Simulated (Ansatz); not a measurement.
Write the native input for Ansatz 0.2.0 that does the following.

* Task: single point
* Functional: PBE
* Potentials or basis: Ansatz PAW
* Cutoff: 420 eV (not typed: the program's choice for these potentials)
* k mesh: 5 × 5 × 5
* Occupations: fermi-dirac, width 0.05 eV
* Spin: no spin polarisation

Crystal: Rb2Mg.

```
Rb Mg
1.0
    -5.00254    5.00254    3.58133
     5.00254   -5.00254    3.58133
     5.00254    5.00254   -3.58133
Rb Mg
4 2
Direct
  0.83163 0.32475 0.16211
  0.16383 0.66432 0.83115
  0.32910 0.15629 0.49274
  0.66234 0.83089 0.50171
  0.25092 0.25147 0.00658
  0.75202 0.74919 0.99726
```

The cell comes from a database or a generator and needn't be the stable form of this composition.

The cell isn't the ideal one: atoms moved at random, drawn with an rms of 0.05 Å.

One way to write it, as run:

input.yaml

```yaml
crystal:
  lattice:
    - [-5.002542, 5.002542, 3.581331]
    - [5.002542, -5.002542, 3.581331]
    - [5.002542, 5.002542, -3.581331]
  atoms:
    - { symbol: Rb, position: [0.83163, 0.324751, 0.162107] }
    - { symbol: Rb, position: [0.163828, 0.664318, 0.83115] }
    - { symbol: Rb, position: [0.329097, 0.156291, 0.492738] }
    - { symbol: Rb, position: [0.662339, 0.830889, 0.501709] }
    - { symbol: Mg, position: [0.250918, 0.251466, 0.00658] }
    - { symbol: Mg, position: [0.752016, 0.74919, -0.002735] }
hamiltonian:
  xc: pbe
  pseudopotentials: { kind: paw }
kpoints:
  mp_grid: { grid: [5, 5, 5] }
scf:
  occupations: { method: fermi_dirac, width: 0.05 }
output:
  forces: true
  stress: true
  eigenvalues: true
  write_density: true
  write_potential: true
  elf: true
  volumetric_format: npy
```

Potentials or basis: Ansatz PAW.

Run with:

```console
$ ansatz run input.yaml --threads 2 --pin off --max-ram 5120MiB --backend cpu --events-out ev --progress --plain --runs-dir out
```

It gave:

* Pressure: 0.0 GPa
* Largest force: 0.059 eV/Å
* Band gap on the k mesh: none (metal or under the smearing width)

Run time: 71 s on 2 threads of Intel(R) Xeon(R) Processor @ 2.50GHz (Skylake/Cascade Lake), on a shared host, peak memory 0.89 GiB.
